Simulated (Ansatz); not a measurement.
# Ni (fcc type): a single-point run

The task is a single-point run on Ni (fcc type).

Computed with Ansatz 0.2.0 (Kohn-Sham DFT, with the functional, basis and potentials that each input names, unless a step's input says otherwise).

## (1) The structure to begin with

The structure is cubic, space group Fm-3m (No. 225). Conventional cell: a = 3.512 Å, b = 3.512 Å, c = 3.512 Å, α = 90.00°, β = 90.00°, γ = 90.00°. Around Ni (site symmetry m-3m) lie 12 Ni at 2.48 Å.

As a file:

```cif
data_structure
_symmetry_space_group_name_H-M 'P 1'
_symmetry_Int_Tables_number 1
_cell_length_a 2.4835
_cell_length_b 2.4835
_cell_length_c 2.4835
_cell_angle_alpha 60.000
_cell_angle_beta 60.000
_cell_angle_gamma 60.000
_cell_volume 10.83
loop_
_atom_site_label
_atom_site_type_symbol
_atom_site_fract_x
_atom_site_fract_y
_atom_site_fract_z
_atom_site_occupancy
Ni1 Ni 0.00000 0.00000 0.00000 1
```

## (2) Running it

File input.yaml:

```yaml
crystal:
  lattice:
    - [0.0, 1.7560872397, 1.7560872397]
    - [1.7560872397, 0.0, 1.7560872397]
    - [1.7560872397, 1.7560872397, 0.0]
  atoms:
    - { symbol: Ni, position: [0.0, 0.0, 0.0] }
kpoints:
  mp_grid: { grid: [21, 21, 21] }
  band_path:
    path:
      - [0.0, 0.0, 0.0]
      - [0.5, 0.0, 0.5]
      - [0.625, 0.25, 0.625]
      - [0.375, 0.375, 0.75]
      - [0.0, 0.0, 0.0]
      - [0.5, 0.5, 0.5]
      - [0.5, 0.25, 0.75]
      - [0.5, 0.0, 0.5]
    npoints: 8
scf:
  occupations: { method: fermi_dirac, width: 0.05 }
  max_iter: 50
hamiltonian:
  xc: pbe
  pseudopotentials: { kind: paw }
  hubbard: { sites: [{ species: Ni, l: d, u_eff: -5.0 }] }
output:
  forces: true
  stress: true
  eigenvalues: true
  populations: true
```

Started as:

```console
ansatz run input.yaml --threads 1 --pin off --max-ram 2048MiB --backend cpu --events-out ev --progress --plain --runs-dir out
```

What happens when this is run?

The program finished normally. That alone doesn't make the input a sound one.

Look at the input: hamiltonian.hubbard.sites is [{species: Ni, l: d, u_eff: -5.0}]. A U of this value distorts the shell's occupations and the levels near the Fermi energy.

Run again and compare: delete hamiltonian.hubbard.sites.
